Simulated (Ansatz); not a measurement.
# KCaHfSbO6: the cost of one run

Computed with Ansatz 0.2.0 (DFT PBE, scalar-relativistic, plane waves, PAW, unless a step's input says otherwise).

## (1) The starting structure

The structure is cubic, space group F-43m (No. 216). The conventional cell has a = 8.111 Å, b = 8.111 Å, c = 8.111 Å, α = 90.00°, β = 90.00°, γ = 90.00°. K (site symmetry -43m) is surrounded by 12 O at 2.87 Å. Around Ca (site symmetry -43m) lie 12 O at 2.87 Å. Hf (site symmetry -43m) is surrounded by 6 O at 2.06 Å. Around Sb (site symmetry -43m) lie 6 O at 1.99 Å. Around O (site symmetry 2mm) lie 1 Sb at 1.99 Å and 1 Hf at 2.06 Å and 2 K at 2.87 Å and 2 Ca at 2.87 Å.

As a file:

```cif
data_structure
_symmetry_space_group_name_H-M 'P 1'
_symmetry_Int_Tables_number 1
_cell_length_a 5.7353
_cell_length_b 5.7353
_cell_length_c 5.7353
_cell_angle_alpha 60.000
_cell_angle_beta 60.000
_cell_angle_gamma 60.000
_cell_volume 133.40
loop_
_atom_site_label
_atom_site_type_symbol
_atom_site_fract_x
_atom_site_fract_y
_atom_site_fract_z
_atom_site_occupancy
K1 K 0.25000 0.25000 0.25000 1
Ca1 Ca 0.75000 0.75000 0.75000 1
Hf1 Hf 0.00000 0.00000 0.00000 1
Sb1 Sb 0.50000 0.50000 0.50000 1
O1 O 0.74563 0.25437 0.25437 1
O2 O 0.25437 0.74563 0.74563 1
O3 O 0.74563 0.74563 0.25437 1
O4 O 0.25437 0.25437 0.74563 1
O5 O 0.25437 0.74563 0.25437 1
O6 O 0.74563 0.25437 0.74563 1
```

Source of the structure: the Materials Project (structure only).

(A quick probe on a coarse mesh, which set the mesh and smearing, is not shown.)

## (3) Full relaxation

Input file input.yaml:

```yaml
crystal:
  lattice:
    - [0.0, 4.05547103, 4.05547103]
    - [4.05547103, 0.0, 4.05547103]
    - [4.05547103, 4.05547103, 0.0]
  atoms:
    - { symbol: K, position: [0.25, 0.25, 0.25] }
    - { symbol: Ca, position: [0.75, 0.75, 0.75] }
    - { symbol: Hf, position: [0.0, 0.0, 0.0] }
    - { symbol: Sb, position: [0.5, 0.5, 0.5] }
    - { symbol: O, position: [0.74563283, 0.25436717, 0.25436717] }
    - { symbol: O, position: [0.25436717, 0.74563283, 0.74563283] }
    - { symbol: O, position: [0.74563283, 0.74563283, 0.25436717] }
    - { symbol: O, position: [0.25436717, 0.25436717, 0.74563283] }
    - { symbol: O, position: [0.25436717, 0.74563283, 0.25436717] }
    - { symbol: O, position: [0.74563283, 0.25436717, 0.74563283] }
basis:
  ecutwfc: 420
kpoints:
  mp_grid: { grid: [6, 6, 6] }
hamiltonian:
  xc: pbe
scf:
  occupations: { method: gaussian, width: 0.02 }
output:
  forces: true
  stress: true
  eigenvalues: true
  write_density: true
  write_potential: true
  elf: true
  volumetric_format: npy
relax:
  adjacent_minimum: "off"
  f_tol: 0.005
  max_steps: 80
  cell: { stress_tol: 0.05 }
```

Started as:

```console
ansatz run input.yaml --threads 2 --pin off --max-ram 5120MiB --backend cpu --events-out ev --progress --plain --runs-dir out
```

What time and memory should one allow on 2 threads of Arm Neoverse V1, shared host?

About 34 s, with a peak of 0.49 GiB.
